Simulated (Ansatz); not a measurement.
# BaZn: lattice vibrations

Aim: phonons by finite displacements on a 2×2×2 mesh of wavevectors, at three volumes, and the mode Grüneisen parameters. Runs: cell and atoms relaxed (PAW); reference run (PAW); volume scaled by 0.985 (PAW); volume scaled by 1.015 (PAW); mode Grüneisen parameters (PAW).

Program: Ansatz 0.2.0. Level of theory: DFT PBEsol, frozen-core PAW, scalar-relativistic unless said. These are calculated values, not measurements.

## (1) The system as given

It takes space group Pm-3m (No. 221, cubic). Conventional cell: a = 4.079 Å, b = 4.079 Å, c = 4.079 Å, α = 90.00°, β = 90.00°, γ = 90.00°. Around Ba (site symmetry m-3m) lie 8 Zn at 3.53 Å. Zn (site symmetry m-3m) is surrounded by 8 Ba at 3.53 Å.

Coordinates:

```
CELL_PARAMETERS angstrom
4.07851 0.00000 0.00000
0.00000 4.07851 0.00000
0.00000 0.00000 4.07851
ATOMIC_POSITIONS crystal
Ba 0.00000 0.00000 0.00000
Zn 0.50000 0.50000 0.50000
```

Cartesian axes are those of the input's lattice vectors. The structure goes back to a database entry.

## (2) Cell and atoms relaxed, PAW

input.yaml

```yaml
crystal:
  lattice:
    - [4.07851334, 0.0, 0.0]
    - [0.0, 4.07851334, 0.0]
    - [0.0, 0.0, 4.07851334]
  atoms:
    - { symbol: Ba, position: [0.0, 0.0, 0.0] }
    - { symbol: Zn, position: [0.5, 0.5, 0.5] }
kpoints:
  mp_grid: { grid: [10, 10, 10] }
scf:
  occupations: { method: fermi_dirac, width: 0.1 }
hamiltonian:
  xc: pbesol
  pseudopotentials: { kind: paw }
relax:
  f_tol: 0.002
  max_steps: 80
  cell: {}
output:
  forces: true
  stress: true
```

The run is started by

```console
$ ansatz run input.yaml --threads 1 --pin off --max-ram 3072MiB --backend cpu --events-out ev --progress --plain --runs-dir out
```

## (3) Reference run, PAW

input.yaml

```yaml
crystal:
  lattice:
    - [3.99325948445, 0.0, 0.0]
    - [0.0, 3.99325948445, 0.0]
    - [0.0, 0.0, 3.99325948445]
  atoms:
    - { symbol: Ba, position: [0.0, 0.0, 0.0] }
    - { symbol: Zn, position: [0.5, 0.5, 0.5] }
kpoints:
  mp_grid: { grid: [10, 10, 10] }
scf:
  occupations: { method: fermi_dirac, width: 0.1 }
hamiltonian:
  xc: pbesol
  pseudopotentials: { kind: paw }
phonons:
  qmesh: [2, 2, 2]
  qpath:
    path:
      - [0.0, 0.0, 0.0]
      - [0.0, 0.5, 0.0]
      - [0.5, 0.5, 0.0]
      - [0.0, 0.0, 0.0]
      - [0.5, 0.5, 0.5]
      - [0.0, 0.5, 0.0]
      - [0.5, 0.5, 0.5]
      - [0.5, 0.5, 0.0]
    npoints: 6
  temperatures: { t_min: 0, t_max: 1000, t_step: 100 }
```

## (4) Volume scaled by 0.985, PAW

Edit input.yaml of step 3 so:

```diff
@@ -2,5 +2,5 @@
   lattice:
-    - [3.99325948445, 0.0, 0.0]
-    - [0.0, 3.99325948445, 0.0]
-    - [0.0, 0.0, 3.99325948445]
+    - [3.9731925152, 0.0, 0.0]
+    - [0.0, 3.9731925152, 0.0]
+    - [0.0, 0.0, 3.9731925152]
   atoms:
```

## (5) Volume scaled by 1.015, PAW

Edit input.yaml of step 4 so:

```diff
@@ -2,5 +2,5 @@
   lattice:
-    - [3.9731925152, 0.0, 0.0]
-    - [0.0, 3.9731925152, 0.0]
-    - [0.0, 0.0, 3.9731925152]
+    - [4.01312677409, 0.0, 0.0]
+    - [0.0, 4.01312677409, 0.0]
+    - [0.0, 0.0, 4.01312677409]
   atoms:
```

(Steps that only read results are left out.)

Before running it: what results should come out? Wanted: highest mode on the mesh, without the LO shift; optical modes at Γ.

As calculated:

| quantity | value |
| --- | --- |
| highest mode on the mesh, without the LO shift (PAW) | 105 cm⁻¹ |
| optical modes at Γ | 105 (T1u) cm⁻¹ |
| mean Grüneisen parameter at 300 K (PAW) | 1.06 |

No mode on the mesh is unstable; the highest lies at 105 cm⁻¹ by PAW. Weighted by heat capacity at 300 K the mean Grüneisen parameter of the sampled modes is 1.06, which points to expansion on heating. Some modes have negative γ and soften under compression. Each set of modes is computed in the harmonic approximation. Cautions: frozen-core PAW files fitted under PBE, their cores solved anew for the functional of the run; responses of metals move with mesh and smearing.
